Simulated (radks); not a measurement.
# Taking charge from the 2s level of Zn³⁺ in fractions

One table from this session's results is given with a row withheld; the runs are named, their logs left out.

Program: radks (a radial shooting solver on a logarithmic mesh, Libxc functionals) version 1. Level of theory: scalar-relativistic Kohn-Sham, PBE, spin-polarised, spherical densities, point nucleus; open shells are filled with parallel spins first. These are calculated values, not measurements, unless marked.

### Starting point

```
element       : zinc (Z = 30)
charge        : +3
electrons     : 27
configuration : [He] 2s(up 1, down 1) 2p6 3s2 3p6 3d9
```

A shell typed twice in an input gives spin up, then spin down.

The first run:

Input:

```text
Z 30
configuration [He] 2s1 2s1 2p6 3s2 3p6 3d9
relativity scalar-relativistic
functional pbe,pbe
spin polarised
nucleus point
c 137.035999084
```

Among the steps run: Start: [He] 2s(up 1, down 1) 2p6 3s2 3p6 3d9.

One of the session's tables, all rows but one given; the rest of the session is left out.

It belongs to the step «Start: [He] 2s(up 1, down 1) 2p6 3s2 3p6 3d9». From the orbitals of this run (lengths in bohr):

| level | <r> | outermost maximum (interpolated) | 90 % within | nodes |
| --- | --- | --- | --- | --- |
| 2p up | 0.1983 | 0.152 | 0.324 | 0 |
| 2p down | 0.1982 | 0.152 | 0.324 | 0 |
| 3s up | 0.6772 | 0.587 | 1.01 | 2 |
| 3s down | 0.6779 | 0.587 | 1.01 | 2 |
| 3p up | 0.7058 | 0.591 | 1.09 | 1 |
| 3p down | ? | ? | ? | ? |
| 3d up | 0.8173 | 0.559 | 1.39 | 0 |
| 3d down | 0.8236 | 0.560 | 1.40 | 0 |

Estimate the missing values for 3p down.

**Answer.** <r>: 0.7070; outermost maximum (interpolated): 0.591; 90 % within: 1.09; nodes: 1. In the column «<r>» it lies between 3p up (0.7058) and 3d up (0.8173).
